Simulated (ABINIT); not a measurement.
Crystal: TiPd.

```
Pd Ti
1.0
     2.81471    0.00000    0.00000
     0.00000    2.81471    0.00000
     0.00000    0.00000    3.86576
Pd Ti
1 1
Cartesian
  1.4074 1.4074 1.9329
  0.0000 0.0000 0.0000
```

The cell comes from a database or a generator and needn't be the stable form of this composition.

```yaml
Program: ABINIT 10.8.3 (patched build)
Task: relaxation of cell and atoms
Functional: revPBE
Potentials_or_basis: JTH PAW PBE v2.0
Cutoff: 707 eV
k_mesh: 7 × 7 × 6
Occupations: fermi-dirac, width 0.05 eV
Spin: no spin polarisation
```

At the start: pressure 6.3 GPa; volume 15.31 Å³/atom.

Question: How do energy, volume and symmetry change on relaxing?

Answer: Over 6 steps the energy falls by 12.5 meV/atom and the volume is 15.94 Å³/atom (+4.1 %); space group P4/mmm (No. 123, to 0.05 Å).

Step by step:
```
step  energy change (eV)  largest force (eV/Å)  pressure (GPa)  volume (Å³)
   1              0.0000                0.0000            6.30        30.63
   2             -0.0175                0.0000            3.13        31.22
   3             -0.0243                0.0000            0.12        31.85
   4             -0.0246                0.0000           -0.08        31.90
   5             -0.0249                0.0000           -0.13        31.92
   6             -0.0249                0.0000            0.00        31.89
```

Final structure:
```xyz
2
Lattice="2.8666 0.0000 0.0000 0.0000 2.8666 0.0000 0.0000 0.0000 3.8806" Properties=species:S:1:pos:R:3 pbc="T T T"
Pd    1.4333    1.4333    1.9403
Ti    0.0000    0.0000    0.0000
```

Caveat: the PAW data sets were made with another functional, which shifts forces and pressure a little.
